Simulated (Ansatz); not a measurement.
I need a rigid scan of one bond length of CH6GeN, SMILES [CH3][GeH][NH2]. Use the Ansatz DFT code, driven from Python. Use (for the species named): r2SCAN, def2-SVP basis, multiplicity 2.

```xyz
9

C    -0.7201    0.8912   -0.7154
Ge    0.8309    0.0511   -0.0707
N     0.3220   -1.2814    1.1236
H    -1.3433    0.2035   -1.2379
H    -0.4823    1.7241   -1.4643
H    -1.3181    1.4025    0.1235
H     1.6264   -0.5747   -1.2570
H     1.2827   -1.6717    1.4981
H    -0.1098   -0.7908    1.9830
```

`scan_ch6gen.py`
```python
'''Stretching a bond of CH6GeN, the rest held rigid.'''

import ansatz
import numpy as np


def main() -> None:
    mol = (
        ansatz.Crystal.molecule()
        .atom('C', [-0.7201, 0.8912, -0.7154])
        .atom('Ge', [0.8309, 0.0511, -0.0707])
        .atom('N', [0.322, -1.2814, 1.1236])
        .atom('H', [-1.3433, 0.2035, -1.2379])
        .atom('H', [-0.4823, 1.7241, -1.4643])
        .atom('H', [-1.3181, 1.4025, 0.1235])
        .atom('H', [1.6264, -0.5747, -1.257])
        .atom('H', [1.2827, -1.6717, 1.4981])
        .atom('H', [-0.1098, -0.7908, 1.983])
    )

    symbols = [site.symbol for site in mol.cartesian_sites]
    start = np.array([site.position_ang for site in mol.cartesian_sites])
    axis = (start[7] - start[2]) / np.linalg.norm(start[7] - start[2])
    moving = [7]
    lengths, energies = [0.97, 1.014, 1.058, 1.103, 1.147, 1.191, 1.235, 1.301], []
    for length in lengths:
        xyz = start.copy()
        xyz[moving] += (length - np.linalg.norm(start[7] - start[2])) * axis
        point = ansatz.Crystal.molecule()
        for symbol, xyz in zip(symbols, xyz):
            point = point.atom(symbol, xyz.tolist())
        calc = (
            point.calculation()
            .basis(gaussian='def2-SVP')  # atom-centred Gaussian functions
            .functional('r2scan')  # exchange and correlation
            .spin('collinear', total=1)  # two spin channels
        )
        r = calc.run().report
        energies.append(r['free_energy_ev'])
        print(f'r = {length:6.3f} A  E = {energies[-1]:.5f} eV  <S^2> = {abs(r["mean_field"]["state"]["spin_squared"]):.3f}')

    # quartic fit about the minimum
    fit = np.polynomial.Polynomial.fit(lengths, np.array(energies) - min(energies), 4).convert()
    roots = [r.real for r in fit.deriv().roots() if abs(r.imag) < 1e-9 and fit.deriv(2)(r.real) > 0]
    r_e = min(roots, key=lambda r: abs(r - lengths[int(np.argmin(energies))]))
    print(f'minimum of the fit at {r_e:.4f} A, force constant {fit.deriv(2)(r_e):.2f} eV/A^2')


if __name__ == '__main__':
    main()
```

```console
$ python scan_ch6gen.py
r =  0.970 A  E = -59131.28490 eV  <S^2> = 0.752
r =  1.014 A  E = -59131.35582 eV  <S^2> = 0.753
r =  1.058 A  E = -59131.33766 eV  <S^2> = 0.753
r =  1.103 A  E = -59131.25002 eV  <S^2> = 0.753
r =  1.147 A  E = -59131.11429 eV  <S^2> = 0.753
r =  1.191 A  E = -59130.94250 eV  <S^2> = 0.753
r =  1.235 A  E = -59130.74496 eV  <S^2> = 0.753
r =  1.301 A  E = -59130.41744 eV  <S^2> = 0.753
minimum of the fit at 1.0258 A, force constant 42.36 eV/A^2
```

Total energies depend on the basis set; only differences at equal settings carry meaning. The rest of the molecule is held rigid at a force-field or estimated start geometry, and the basis set is modest; single-reference methods fail as a bond breaks. The species is open-shell (spin multiplicity 2). Finished in 110 s on 1 thread of Arm Neoverse N1, with other jobs on the host, peak memory 0.26 GiB.

(Lines on the test bed's own set-up are left out of the output.)
